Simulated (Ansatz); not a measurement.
**CH₅AlBN: one species, many methods**

The task here is to estimate one member of a computed series from the others.

Method: functionals in def2-TZVPP, the program's frozen cores in correlated methods; program: Ansatz 0.2.0, Gaussian basis.

Plan: LDA (SPW92), PBE-D4, revPBE-D4, BLYP-D4, r2SCAN-D4, B97M-V, PBE0-D4, B3LYP-D4, r2SCANh-D4, r2SCAN0-D4, HSE06-D4, BHLYP-D4, CAM-B3LYP-D4, LC-ωPBE, ωB97X-V, ωB97M-V, B2PLYP, PBE-QIDH; CCSD(T)/def2-SVP; CCSD(T)/def2-TZVPP; MP2/def2-QZVPP; extrapolation to the limit; RPA on PBE.

**The relaxed structure**

An earlier PBE0-D4 in a triple-zeta def2 set relaxation fixed the geometry.

SMILES `[CH3][Al]1[BH][NH]1`, 9 atoms, charge 0, spin multiplicity 1.

Atoms are counted from 1 here; the program's logs count them from 0.

Bond lengths: C1–Al2 1.947 Å, C1–H5 1.092 Å, C1–H6 1.094 Å, C1–H7 1.094 Å, Al2–B3 1.995 Å, Al2–N4 1.815 Å, B3–N4 1.402 Å, B3–H8 1.194 Å, N4–H9 1.014 Å. Angles: Al2–C1–H5 112.5°, Al2–C1–H6 110.3°, Al2–C1–H7 110.2°, H5–C1–H6 108.2°, H5–C1–H7 108.1°, H6–C1–H7 107.4°, C1–Al2–B3 173.6°, C1–Al2–N4 130.7°, B3–Al2–N4 42.8°, Al2–B3–N4 61.7°, Al2–B3–H8 166.4°, N4–B3–H8 131.9°, Al2–N4–B3 75.4°, Al2–N4–H9 157.8°, B3–N4–H9 126.7°.

As a file:

```csv
atom,x (Å),y (Å),z (Å)
C1,-0.5507,1.3435,-1.1814
Al2,0.0534,-0.3111,-0.3518
B3,0.6685,-1.8964,0.6920
N4,0.4018,-0.7073,1.3850
H5,-0.6943,1.2421,-2.2586
H6,-1.4979,1.6663,-0.7393
H7,0.1792,2.1402,-1.0091
H8,1.0405,-2.9685,1.0628
H9,0.4881,-0.5551,2.3834
```

Set-up of the first run:

in.yaml

```yaml
crystal:
  periodic: [false, false, false]
  atoms:
    - {symbol: C, position_ang: [-0.550725, 1.343527, -1.181361]}
    - {symbol: Al, position_ang: [0.053361, -0.311071, -0.351804]}
    - {symbol: B, position_ang: [0.668531, -1.896370, 0.691966]}
    - {symbol: N, position_ang: [0.401825, -0.707327, 1.385044]}
    - {symbol: H, position_ang: [-0.694277, 1.242053, -2.258638]}
    - {symbol: H, position_ang: [-1.497930, 1.666349, -0.739348]}
    - {symbol: H, position_ang: [0.179196, 2.140200, -1.009146]}
    - {symbol: H, position_ang: [1.040519, -2.968524, 1.062763]}
    - {symbol: H, position_ang: [0.488099, -0.555137, 2.383425]}
basis:
  gaussian: {orbitals: def2-TZVPP}
hamiltonian: {xc: lda}
output: {orbitals: {seedname: orbitals}}
```

On the command line:

```console
$ ansatz run in.yaml --threads 2 --pin off --events-out ev --progress --plain --max-ram 4352MiB
```

Among the steps run: LDA; PBE-D4 (GGA); revPBE-D4 (GGA); BLYP-D4 (GGA); r2SCAN-D4 (meta-GGA); B97M-V (meta-GGA); B3LYP-D4 (hybrid); r2SCANh-D4 (hybrid); r2SCAN0-D4 (hybrid); HSE06-D4 (hybrid); BHLYP-D4 (hybrid); CAM-B3LYP-D4 (range-separated); LC-ωPBE (range-separated); ωB97X-V (range-separated); ωB97M-V (range-separated); B2PLYP (double hybrid); PBE-QIDH (double hybrid).

One of the session's tables, all rows but one given; the rest of the session is left out.

| functional | HOMO (eV) | gap (eV) |
| --- | --- | --- |
| LDA (SPW92) | -5.00 | 3.35 |
| PBE-D4 | -4.92 | 3.46 |
| revPBE-D4 | -4.87 | 3.50 |
| BLYP-D4 | -4.80 | 3.48 |
| r2SCAN-D4 | -5.08 | 3.88 |
| B97M-V | -5.11 | 3.86 |
| PBE0-D4 | -5.92 | 5.30 |
| B3LYP-D4 | -5.76 | 4.94 |
| r2SCANh-D4 | -5.46 | 4.55 |
| r2SCAN0-D4 | ? | ? |
| HSE06-D4 | -5.53 | 4.53 |
| BHLYP-D4 | -6.85 | 7.07 |
| CAM-B3LYP-D4 | -7.19 | 7.57 |
| LC-ωPBE | -8.44 | 9.87 |
| ωB97X-V | -8.14 | 9.47 |
| ωB97M-V | -7.95 | 9.05 |

Q: Estimate the row for r2SCAN0-D4 from the others.

Worked estimate for «HOMO (eV)». Against the share of exact exchange, r2SCAN-D4 (0, -5.08), r2SCANh-D4 (0.1, -5.46) give a slope of -3.80 per unit share; at 0.25 the line stands at -6.03.

As computed: HOMO (eV): -6.03; gap (eV): 5.54. In «HOMO (eV)» the line misses by 0.00.
